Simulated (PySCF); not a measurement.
# Hg(2+): excitation energies in x2c-TZVPPall

Aim: the excitation energy of mercury from differences of total energies, at each level of theory, and how far each lands from the tabulated value where there is one.

Method: unrestricted determinants in a Gaussian basis, no spin-orbit coupling in the energies. Code: PySCF 2.14.0.

**1. What is computed**

| Quantity | Value |
| --- | --- |
| Element | mercury (Z = 80) |
| Basis | x2c-TZVPPall (11s7p7d3f1g, 97 functions) |
| Hamiltonian | the spin-free X2C one-electron Hamiltonian (Gaussian nucleus) |
| State 1 | Hg(2+): [Xe] 4f14 5d9 6p1, one real determinant (an excited configuration) |
| State 2 | Hg(2+): [Xe] 4f14 5d9 6s1, high-spin 3D determinant (an excited configuration) |
| Needed too, but not shown | Hg(2+) [Xe] 4f14 5d10 (1S) |
| Methods | UHF, LDA, PBE, PBE0, r2SCAN, MP2 |
| Core shells frozen in the correlated runs | valence: [Xe] 4f14; valence and next inner shell: [Kr] 4d10 4f14 (for Hg(2+)) |

Outer shells as boxes (Hund's rule):

Hg2+ [Xe] 4f14 5d9 6p1
```
[Xe] core
4f [↑↓][↑↓][↑↓][↑↓][↑↓][↑↓][↑↓]
5d [↑↓][↑↓][↑↓][↑↓][↑ ]
6p [↑ ][  ][  ]
```

Hg2+ [Xe] 4f14 5d9 6s1
```
[Xe] core
4f [↑↓][↑↓][↑↓][↑↓][↑↓][↑↓][↑↓]
5d [↑↓][↑↓][↑↓][↑↓][↑ ]
6s [↑ ]
```

One driver process ran all states and methods and kept the integrals in memory. Each run is shown as a PySCF script that sums up its settings (the driver passes frozen orbitals as a list and adds second-order terms of double hybrids); the logs are those of the runs themselves. The driver starts from symmetry-adapted Hartree-Fock orbitals, holds the occupation by maximum overlap and uses a logarithmic radial grid for functionals, so a plain start would take other cycles.

The integrals over 97 functions and the set-up took 9.1 s of CPU time.

**2. Hg(2+) [Xe] 4f14 5d9 6p1: the ladder of methods**

**UHF**

input.py

```python
from pyscf import gto, scf, dft, mp, cc
import basis_set_exchange as bse
mol = gto.M(atom="Hg 0 0 0", charge=2, spin=2, symmetry="D2h",
            basis=gto.basis.parse(bse.get_basis("x2c-TZVPPall", elements=["Hg"], fmt="nwchem")),
            nucmod="G")
mf = scf.UHF(mol).sfx2c1e()
mf.irrep_nelec = {'Ag': (11, 10), 'B1g': (3, 3), 'B2g': (3, 3), 'B3g': (3, 3), 'Au': (1, 1), 'B1u': (7, 6), 'B2u': (6, 6), 'B3u': (6, 6)}
mf.kernel()
```

**LDA**

Changes to input.py:

```diff
@@ -5,3 +5,3 @@
             nucmod="G")
-mf = scf.UHF(mol).sfx2c1e()
+mf = dft.UKS(mol, xc="LDA,VWN").sfx2c1e()
 mf.irrep_nelec = {'Ag': (11, 10), 'B1g': (3, 3), 'B2g': (3, 3), 'B3g': (3, 3), 'Au': (1, 1), 'B1u': (7, 6), 'B2u': (6, 6), 'B3u': (6, 6)}
```

**PBE**

Changes to input.py:

```diff
@@ -5,3 +5,3 @@
             nucmod="G")
-mf = dft.UKS(mol, xc="LDA,VWN").sfx2c1e()
+mf = dft.UKS(mol, xc="PBE").sfx2c1e()
 mf.irrep_nelec = {'Ag': (11, 10), 'B1g': (3, 3), 'B2g': (3, 3), 'B3g': (3, 3), 'Au': (1, 1), 'B1u': (7, 6), 'B2u': (6, 6), 'B3u': (6, 6)}
```

**PBE0**

Changes to input.py:

```diff
@@ -5,3 +5,3 @@
             nucmod="G")
-mf = dft.UKS(mol, xc="PBE").sfx2c1e()
+mf = dft.UKS(mol, xc="PBE0").sfx2c1e()
 mf.irrep_nelec = {'Ag': (11, 10), 'B1g': (3, 3), 'B2g': (3, 3), 'B3g': (3, 3), 'Au': (1, 1), 'B1u': (7, 6), 'B2u': (6, 6), 'B3u': (6, 6)}
```

**r2SCAN**

Changes to input.py:

```diff
@@ -5,3 +5,3 @@
             nucmod="G")
-mf = dft.UKS(mol, xc="PBE0").sfx2c1e()
+mf = dft.UKS(mol, xc="R2SCAN").sfx2c1e()
 mf.irrep_nelec = {'Ag': (11, 10), 'B1g': (3, 3), 'B2g': (3, 3), 'B3g': (3, 3), 'Au': (1, 1), 'B1u': (7, 6), 'B2u': (6, 6), 'B3u': (6, 6)}
```

**MP2 (valence)**

Changes to input.py:

```diff
@@ -5,4 +5,5 @@
             nucmod="G")
-mf = dft.UKS(mol, xc="R2SCAN").sfx2c1e()
+mf = scf.UHF(mol).sfx2c1e()
 mf.irrep_nelec = {'Ag': (11, 10), 'B1g': (3, 3), 'B2g': (3, 3), 'B3g': (3, 3), 'Au': (1, 1), 'B1u': (7, 6), 'B2u': (6, 6), 'B3u': (6, 6)}
 mf.kernel()
+mp.UMP2(mf, frozen=34).kernel()
```

**MP2 (valence and next inner shell)**

Changes to input.py:

```diff
@@ -8,2 +8,2 @@
 mf.kernel()
-mp.UMP2(mf, frozen=34).kernel()
+mp.UMP2(mf, frozen=30).kernel()
```

**3. Hg(2+) [Xe] 4f14 5d9 6s1**

**UHF**

input.py

```python
from pyscf import gto, scf, dft, mp, cc
import basis_set_exchange as bse
mol = gto.M(atom="Hg 0 0 0", charge=2, spin=2, symmetry="D2h",
            basis=gto.basis.parse(bse.get_basis("x2c-TZVPPall", elements=["Hg"], fmt="nwchem")),
            nucmod="G")
mf = scf.UHF(mol).sfx2c1e()
mf.irrep_nelec = {'Ag': (12, 10), 'B1g': (3, 3), 'B2g': (3, 3), 'B3g': (3, 3), 'Au': (1, 1), 'B1u': (6, 6), 'B2u': (6, 6), 'B3u': (6, 6)}
mf.kernel()
```

**LDA**

Changes to input.py:

```diff
@@ -5,3 +5,3 @@
             nucmod="G")
-mf = scf.UHF(mol).sfx2c1e()
+mf = dft.UKS(mol, xc="LDA,VWN").sfx2c1e()
 mf.irrep_nelec = {'Ag': (12, 10), 'B1g': (3, 3), 'B2g': (3, 3), 'B3g': (3, 3), 'Au': (1, 1), 'B1u': (6, 6), 'B2u': (6, 6), 'B3u': (6, 6)}
```

**PBE**

Changes to input.py:

```diff
@@ -5,3 +5,3 @@
             nucmod="G")
-mf = dft.UKS(mol, xc="LDA,VWN").sfx2c1e()
+mf = dft.UKS(mol, xc="PBE").sfx2c1e()
 mf.irrep_nelec = {'Ag': (12, 10), 'B1g': (3, 3), 'B2g': (3, 3), 'B3g': (3, 3), 'Au': (1, 1), 'B1u': (6, 6), 'B2u': (6, 6), 'B3u': (6, 6)}
```

**PBE0**

Changes to input.py:

```diff
@@ -5,3 +5,3 @@
             nucmod="G")
-mf = dft.UKS(mol, xc="PBE").sfx2c1e()
+mf = dft.UKS(mol, xc="PBE0").sfx2c1e()
 mf.irrep_nelec = {'Ag': (12, 10), 'B1g': (3, 3), 'B2g': (3, 3), 'B3g': (3, 3), 'Au': (1, 1), 'B1u': (6, 6), 'B2u': (6, 6), 'B3u': (6, 6)}
```

**r2SCAN**

Changes to input.py:

```diff
@@ -5,3 +5,3 @@
             nucmod="G")
-mf = dft.UKS(mol, xc="PBE0").sfx2c1e()
+mf = dft.UKS(mol, xc="R2SCAN").sfx2c1e()
 mf.irrep_nelec = {'Ag': (12, 10), 'B1g': (3, 3), 'B2g': (3, 3), 'B3g': (3, 3), 'Au': (1, 1), 'B1u': (6, 6), 'B2u': (6, 6), 'B3u': (6, 6)}
```

**MP2 (valence)**

Changes to input.py:

```diff
@@ -5,4 +5,5 @@
             nucmod="G")
-mf = dft.UKS(mol, xc="R2SCAN").sfx2c1e()
+mf = scf.UHF(mol).sfx2c1e()
 mf.irrep_nelec = {'Ag': (12, 10), 'B1g': (3, 3), 'B2g': (3, 3), 'B3g': (3, 3), 'Au': (1, 1), 'B1u': (6, 6), 'B2u': (6, 6), 'B3u': (6, 6)}
 mf.kernel()
+mp.UMP2(mf, frozen=34).kernel()
```

**MP2 (valence and next inner shell)**

Changes to input.py:

```diff
@@ -8,2 +8,2 @@
 mf.kernel()
-mp.UMP2(mf, frozen=34).kernel()
+mp.UMP2(mf, frozen=30).kernel()
```

Q: Predict the outcome of this session.

As calculated:

| quantity | value |
| --- | --- |
| excitation energy, Hg(2+) → [Xe] 4f14 5d9 6p1 | UHF 14.020, MP2 (valence and next inner shell) 14.762 eV |
| excitation energy, Hg(2+) → [Xe] 4f14 5d9 6s1 | UHF 6.107, MP2 (valence and next inner shell) 6.311 eV |

For the first difference the methods span 0.912 eV, from UHF (14.020) to SCS-MP2 (valence) (14.932). No reference value is at hand in this session. The basis is finite, and no extrapolation was made.
